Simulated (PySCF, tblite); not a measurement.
**C6H12N2: geometry, infrared bands and NMR shifts**

What infrared bands and NMR shifts should C6H12N2 (`C=N/N=C(\C)C(C)C`) show?

Programs: tblite 0.8.0 and PySCF 2.14.0, with density-fitted response routines of our own. Each step states its level of theory. These are calculated values for one molecule in the gas phase, unless marked as measured. Atoms are numbered from 0 throughout.

## Step 1: Starting geometry

20 atoms, charge 0, multiplicity 1; geometry from: force field or distance geometry start.

Bonds of the start (Å): C0–N1 1.29, N1–N2 1.37, N2–C3 1.30, C3–C4 1.53, C3–C5 1.53, C5–C6 1.52, C5–C7 1.51, C0–H8 1.10, C0–H9 1.10, C4–H10 1.10, C4–H11 1.09, C4–H12 1.09, C5–H13 1.10, C6–H14 1.09, C6–H15 1.10, C6–H16 1.09, C7–H17 1.10, C7–H18 1.09, C7–H19 1.10.

## Step 2: Optimising the geometry with GFN2-xTB

Job settings and geometry (Å):

```
{"job": {"kind": "relax", "xc": "GFN2-xTB", "basis": "xTB"}, "charge": 0, "multiplicity": 1}
C      3.534400     0.708700    -0.733800
N      2.566300    -0.009700    -0.267000
N      1.352400     0.602300    -0.451400
C      0.332100    -0.067400    -0.005500
C      0.472900    -1.419000     0.695300
C     -1.062600     0.530100    -0.172900
C     -1.703800     0.811800     1.178100
C     -1.926400    -0.349500    -1.046400
H      4.572400     0.360900    -0.657200
H      3.351800     1.684400    -1.218400
H      0.933800    -2.133500    -0.000500
H     -0.499500    -1.817300     0.995400
H      1.093000    -1.308200     1.589600
H     -0.929400     1.492500    -0.687000
H     -1.932000    -0.106200     1.727300
H     -1.044900     1.411900     1.825600
H     -2.642300     1.361000     1.057900
H     -2.882800     0.138300    -1.276000
H     -1.432400    -0.572200    -1.993500
H     -2.158100    -1.308200    -0.562600
```

Launch:

```console
> OMP_NUM_THREADS=1 python probes_run.py task.json out
```

This one command runs all jobs of the session in turn.

**Question.** This job is followed by: GFN2-xTB harmonic vibrations, gas phase; GIAO PBE0/pcSseg-1 NMR shielding, non-relativistic, gas phase. Predict these results of the whole session: strongest single infrared mode (GFN2-xTB); zero-point energy (GFN2-xTB); 13C shifts against TMS (PBE0/pcSseg-1, means over atoms taken as alike); 1H shifts against TMS (PBE0/pcSseg-1, means over atoms taken as alike); 15N shifts against NH3 (PBE0/pcSseg-1).

**Answer**, as computed:

| quantity | value |
| --- | --- |
| strongest single infrared mode (GFN2-xTB) | 2949 cm⁻¹, 83 km/mol |
| zero-point energy (GFN2-xTB) | 107.2 kcal/mol |
| 13C shifts against TMS (PBE0/pcSseg-1, means over atoms taken as alike) | 140.8, 118.8, 42.2, 22.1, 10.9 ppm |
| 1H shifts against TMS (PBE0/pcSseg-1, means over atoms taken as alike) | 6.21, 6.13, 2.54, 1.61, 1.12 ppm |
| 15N shifts against NH3 (PBE0/pcSseg-1) | 411.7, 382.2 ppm |

**Reading.** Over 147 steps the energy fell by 0.576 eV; of the close pairs, N1–N2 changed most, 1.372 to 1.288 Å. All 54 modes are real, so the xTB geometry is a minimum. Unscaled tight-binding wavenumbers are off by several per cent, some by more. Its intensities can rank the bands wrongly. At PBE0/pcSseg-1: The largest span, 577 ppm, is at N1, where the paramagnetic term is -471 ppm.
